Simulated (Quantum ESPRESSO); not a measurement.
**Ge3Pd under changes of volume**

One of the cells (17.766 Å³/atom); the others are scaled copies at fixed shape and fractional positions:

```
Pd Ge
1.0
     4.14202    0.00000    0.00000
     0.00000    4.14202    0.00000
     0.00000    0.00000    4.14202
Pd Ge
1 3
Cartesian
  0.0000 0.0000 0.0000
  2.0710 2.0710 0.0000
  2.0710 0.0000 2.0710
  0.0000 2.0710 2.0710
```

The cell comes from a database or a generator and needn't be the stable form of this composition.

```yaml
Program: Quantum ESPRESSO 7.5
Functional: LDA
Potentials_or_basis: GBRV 1.5 LDA
Cutoff: 612 eV
Density_cutoff: 4898 eV
k_mesh: 7 × 7 × 7
Occupations: fermi-dirac, width 0.05 eV
Spin: no spin polarisation
```

```csv
volume (Å³/atom),energy over the lowest point (meV/atom),pressure (GPa)
16.700,0.00,-1.8
17.055,5.89,-3.9
17.410,16.10,-5.6
17.766,?,?
18.121,47.09,-8.6
18.476,67.01,-9.8
18.831,89.49,-10.8
```

**Question.** What does the run at 17.766 Å³/atom give?

**Answer.** Energy over the lowest point 29.95 meV/atom; pressure -7.2 GPa.

Worked out: A Birch-Murnaghan fit of order 3 (a polynomial in V^(-2/3)) to the other rows has its minimum at 16.44 Å³/atom, just outside them, with B0 = V·E''(V) = 110 GPa and B' = 5.0. It gives 29.97 meV/atom at 17.766 Å³/atom, against the run's 29.95, and -dE/dV = -7.0 GPa, against -7.2.

Energies are extrapolated to zero smearing.
